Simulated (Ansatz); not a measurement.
# In (bcc type): how the settings move a single-point run

How sensitive is a single-point run of In (bcc type) to its settings? A reference run comes first, then one run with altered input.

Computed with Ansatz 0.2.0 (reference: DFT, PBEsol, all-electron LAPW, scalar-relativistic, unless a step's input says otherwise).

1 further run of the same task is left out (for a known fault of the program). Runs told in other sessions of the task aren't counted.

## (1) The structure to begin with

Symmetry: Im-3m, No. 229, cubic system. The conventional cell has a = 3.528 Å, b = 3.528 Å, c = 3.528 Å, α = 90.00°, β = 90.00°, γ = 90.00°. In (site symmetry m-3m) has 8 In at 3.06 Å in its first shell of neighbours.

As a file:

```
CELL_PARAMETERS angstrom
-1.76419 1.76419 1.76419
1.76419 -1.76419 1.76419
1.76419 1.76419 -1.76419
ATOMIC_POSITIONS crystal
In 0.00000 0.00000 0.00000
```

## (2) Baseline

input.yaml reads:

```yaml
crystal:
  lattice:
    - [-1.764191235, 1.764191235, 1.764191235]
    - [1.764191235, -1.764191235, 1.764191235]
    - [1.764191235, 1.764191235, -1.764191235]
  atoms:
    - { symbol: In, position: [0.0, 0.0, 0.0] }
kpoints:
  mp_grid: { grid: [16, 16, 16] }
scf:
  occupations: { method: fermi_dirac, width: 0.1 }
hamiltonian:
  xc: pbesol
  pseudopotentials: { kind: all_electron, lapw: { basis_error: 0.001 } }
output:
  forces: true
  stress: true
  eigenvalues: true
  populations: true
```

Launch:

```console
> ansatz run input.yaml --threads 1 --pin off --max-ram 2048MiB --backend cpu --events-out ev --progress --plain --runs-dir out
```

## (3) Changed: occupations.method methfessel_paxton, occupations.width 0.2, scf.algorithm density_mixing

Changes to input.yaml since step 2:

```diff
@@ -10,3 +10,4 @@
 scf:
-  occupations: { method: fermi_dirac, width: 0.1 }
+  occupations: { method: methfessel_paxton, width: 0.2 }
+  algorithm: density_mixing
 hamiltonian:
```

Before running it: what results should come out? Wanted: for each run, ending; energy change; pressure; gap; force.

**Answer**, as computed:

| run | ending | energy change | pressure (GPa) | gap (eV) | force (eV/Å) | cycles | time |
| --- | --- | --- | --- | --- | --- | --- | --- |
| reference | converged | 0 | 10.8 | 0.00 | 0.00 | 7 | 10 s |
| 1: occupations.method methfessel_paxton, occupations.width 0.2, scf.algorithm density_mixing | converged | +0.7 meV/atom (σ→0) | 10.8 | 0.00 | 0.00 | 7 | 10 s |

Residual by cycle in the longest SCF loop of each run; runs are numbered as in the table. The quantity is the density residual dr2, in eV.

| cycle | reference | run 1 |
| --- | --- | --- |
| 1 | 0.00902 | 0.00902 |
| 2 | 0.00275 | 0.00274 |
| 3 | 0.00144 | 0.00144 |
| 4 | 3.2e-4 | 3.1e-4 |
| 5 | 2.4e-5 | 2.4e-5 |
| 6 | 6.7e-7 | 6.8e-7 |
| 7 | 1.5e-8 | 1.5e-8 |

Changing the smearing and solver moves the energy by +0.7 meV/atom (σ→0 values).
